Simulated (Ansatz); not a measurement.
Run this with Ansatz's Python interface and show what comes out.

Script `run_energy.py`:
```python
"""Single point of C3H6OSi."""

from pathlib import Path
import json

import ansatz as az

config = {
    "basis_set": "cc-pVDZ",
    "functional": "LC-wPBE",
}

geometry_ang = [
    ("C", (0.1938, -1.8949, 1.6773)),
    ("O", (1.0465, -1.5211, 0.6208)),
    ("C", (0.5807, -0.4588, -0.0715)),
    ("C", (0.306, 0.5033, -0.6825)),
    ("Si", (-0.3438, 1.9627, -1.6708)),
    ("H", (0.0535, -1.0093, 2.3797)),
    ("H", (0.5674, -2.7189, 2.2003)),
    ("H", (-0.8004, -2.0953, 1.255)),
    ("H", (-1.631, 2.4903, -1.0715)),
    ("H", (0.6509, 3.0718, -1.5566)),
    ("H", (-0.5584, 1.6133, -3.0593)),
]
system = az.Crystal.molecule()
for symbol, xyz in geometry_ang:
    system = system.atom(symbol, xyz)

calculation = (
    system.calculation()
    .basis(gaussian=config["basis_set"])
    .functional(config["functional"])
    .orbitals()
)
print(calculation.to_yaml())
outcome = calculation.run(runs_dir="out")
summary = outcome.report

print(f"E = {summary['free_energy_ev']:.6f} eV = {summary['free_energy_ev'] / 27.211386246:.7f} Ha")
print("converged:", summary["converged"], " doubts:", summary["published_state_doubts"] or "none")

lines = Path(summary["orbitals_path"]).read_text().splitlines()
field_of = lambda key: [line.split("=")[1].strip() for line in lines if line.startswith(key)]
orbitals = [(27.211386 * float(e), s, float(n)) for e, s, n in zip(field_of("Ene="), field_of("Spin="), field_of("Occup="))]
homo = max(e for e, _, n in orbitals if n > 0.5)
lumo = min(e for e, _, n in orbitals if n < 0.5)
print(f"HOMO {homo:.3f} eV, LUMO {lumo:.3f} eV, gap {lumo - homo:.3f} eV")
with open("c3h6osi.json", "w") as handle:
    json.dump({k: summary[k] for k in ("free_energy_ev", "reference_energy_ev", "n_occupied", "n_virtual")}, handle, indent=1)
```

```console
$ python run_energy.py
crystal:
  periodic: [false, false, false]
  atoms:
    - { symbol: C, position_ang: [0.1938, -1.8949, 1.6773] }
    - { symbol: O, position_ang: [1.0465, -1.5211, 0.6208] }
    - { symbol: C, position_ang: [0.5807, -0.4588, -0.0715] }
    - { symbol: C, position_ang: [0.306, 0.5033, -0.6825] }
    - { symbol: Si, position_ang: [-0.3438, 1.9627, -1.6708] }
    - { symbol: H, position_ang: [0.0535, -1.0093, 2.3797] }
    - { symbol: H, position_ang: [0.5674, -2.7189, 2.2003] }
    - { symbol: H, position_ang: [-0.8004, -2.0953, 1.255] }
    - { symbol: H, position_ang: [-1.631, 2.4903, -1.0715] }
    - { symbol: H, position_ang: [0.6509, 3.0718, -1.5566] }
    - { symbol: H, position_ang: [-0.5584, 1.6133, -3.0593] }
basis:
  gaussian:
    orbitals: cc-pVDZ
hamiltonian:
  xc: lc_wpbe
output:
  orbitals: {}

E = -13124.552052 eV = -482.3183918 Ha
converged: True  doubts: none
HOMO -9.870 eV, LUMO 2.873 eV, gap 12.743 eV
```

File `c3h6osi.json` afterwards:
```json
{
 "free_energy_ev": -13124.552051768305,
 "reference_energy_ev": -13124.552051768305,
 "n_occupied": [
  23,
  23
 ],
 "n_virtual": [
  81,
  81
 ]
}
```

Notes:
- Total energies depend on the basis set; only differences at equal settings carry meaning.
- The geometry is a force-field or estimated start, not a minimum of this method, and the basis set is short of its limit.
- Levels such as HOMO and LUMO are orbital energies: with these approximate functionals they aren't the ionisation energy and electron affinity, and their gap isn't the fundamental gap.
- Finished in 3.7 s on 1 thread of Arm Neoverse V2, on a shared host, peak memory 0.23 GiB.

(A comment or docstring line of the script was reworded after the run, the code is as it ran; lines on the test bed's own set-up are left out of the output.)
